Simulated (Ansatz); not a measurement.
**SiGeS (triplet): the correlation ladder at a displaced geometry (v1), cc-pVDZ**

An exercise on one series of results from a longer session: the logs are not shown, and one member is left open.

Method: cc-pVDZ, core rule «outside noble gas», up to 24 orbitals frozen; program: Ansatz 0.2.0, Gaussian basis.

Plan: UHF; CCSD(T) on ROHF; CCSD(T) on UHF; BCCD(T) on ROHF; CISD; CCSDT(Q) on ROHF; CCSDT(Q) on UHF.

26 further runs of the same task are left out: 2 for a known fault of the program, 12 that didn't finish, 12 set aside as unsound or not needed.

**What is computed**

The geometry is a PBE0/def2-TZVP stationary point (not a proven minimum) with its atoms shifted at random (size 0.040 Å). No spin-orbit coupling is included. The filled d shell of Ge may be among the frozen orbitals whatever the setting's name suggests; the logs give the count.

3 atoms, charge 0, spin multiplicity 3.

Atoms are counted from 1 here; the program's logs count them from 0.

Bond lengths: Ge1–Si2 2.324 Å, Si2–S3 1.979 Å. Angles: Ge1–Si2–S3 177.5°.

The first run:

The input, in.yaml:

```yaml
crystal:
  periodic: [false, false, false]
  atoms:
    - {symbol: Ge, position_ang: [-0.015433, -0.009008, 2.208573]}
    - {symbol: Si, position_ang: [-0.016266, -0.025151, -0.115480]}
    - {symbol: S, position_ang: [0.031698, 0.034159, -2.093093]}
basis:
  gaussian: {orbitals: cc-pVDZ}
magnetization: {spin_polarized: true, initial_magnetization: 2}
hamiltonian: {xc: hf}
output: {orbitals: {seedname: orbitals}}
```

Launch:

```console
ansatz run in.yaml --threads 1 --pin off --events-out ev --progress --plain --max-ram 2393MiB
```

Steps of the session up to this table: UHF; CCSD(T) on ROHF; CCSD(T) on UHF; BCCD(T) on ROHF; CISD; CCSDT(Q) on ROHF; CCSDT(Q) on UHF.

One of the session's tables, all rows but one given; the rest of the session is left out.

```
   method  from UCCSDT(Q) (kcal/mol)
     ROHF                    +199.50
      UHF                    +196.88
     RMP2                     +30.98
     UMP2                     +31.49
     CISD                     +34.37
    RCCSD                          ?
    UCCSD                     +12.15
 RCCSD(T)                      +2.26
 UCCSD(T)                      +2.21
  BCCD(T)                      +2.24
   RCCSDT                      +1.11
   UCCSDT                      +1.02
RCCSDT(Q)                      +0.34
UCCSDT(Q)                          0
```

Estimate the missing values for RCCSD.

The run gave: from UCCSDT(Q) (kcal/mol): +12.34. In the column «from UCCSDT(Q) (kcal/mol)» it lies between UCCSD (+12.15) and RMP2 (+30.98).

Caveats from the session: Restricted and unrestricted rows rest on different reference determinants; where their highest levels disagree by more than a few hundredths of an eV, they describe different states and don't form one ladder.
